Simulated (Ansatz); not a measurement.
Runs of Ansatz 0.2.0 on HfIn4SiO6. The structure is monoclinic, space group C2 (No. 5). Conventional cell: a = 5.432 Å, b = 9.407 Å, c = 7.636 Å, α = 90.00°, β = 104.07°, γ = 90.00°. Around Hf (site symmetry 2) lie 6 O at 2.13 to 2.14 Å. In (site symmetry 2) is surrounded by 2 O at 2.73 Å and 4 In at 3.12 Å. In (site symmetry 2) is surrounded by 6 O at 2.23 Å. In (site symmetry 2) is surrounded by 2 O at 2.73 Å and 3 In at 3.07 to 3.12 Å. In (site symmetry 2) has 2 O at 2.73 Å and 3 In at 3.07 to 3.12 Å as nearest neighbours. Si (site symmetry 2) is surrounded by 6 O at 1.85 Å. Around O (site symmetry 1) lie 1 Si at 1.85 Å. O (site symmetry 1) is surrounded by 1 Si at 1.85 Å. The cell was built by a generator and needn't be a form met in nature.

| task | level | potentials or basis | U | cell | k mesh | cutoff (eV) | basis error allowed | mesh quality | gap on the mesh (eV) | pressure (GPa) | largest force (eV/Å) |
| --- | --- | --- | --- | --- | --- | --- | --- | --- | --- | --- | --- |
| single point | PBE+U | all-electron LAPW, scalar-relativistic | Hf d U = 6 eV | as given | 4 × 4 × 3 | 375 | 0.002 eV/atom | coarse | none | 1.2 | 0.31 |
| relaxation of cell and atoms | PBEsol | all-electron PAW datasets made for the crystal | - | relaxed | 4 × 4 × 2 | - | - | coarse | none | 0.0 | - |
| single point | PBE | all-electron LAPW, scalar-relativistic | - | as given | 4 × 4 × 3 | 375 | 0.002 eV/atom | coarse | none | (a) | 0.08 |
| single point | PBE+U | all-electron LAPW, scalar-relativistic | Hf d U = 3 eV | as given | 4 × 4 × 3 | 375 | 0.002 eV/atom | coarse | none | 0.4 | (b) |

Alike in all rows: no spin polarisation; smearing fermi-dirac 0.05 eV.

**Question.** Estimate the missing entries.

**Answer.** (a) -0.3; (b) 0.14.

Caveats: some runs use coarse meshes; the k mesh is thin for a metal, which can move the energy by tens of meV per atom; U is the effective U less J, on atomic orbitals that reach past the spheres (some runs); U without spin polarisation on a metal has little footing (some runs).

A k mesh can miss the band edges, and the runs leave out spin-orbit coupling on Hf, In.

A gap of «none» marks a metal or a gap under the smearing width.

The runs don't all hold the same shells in valence.
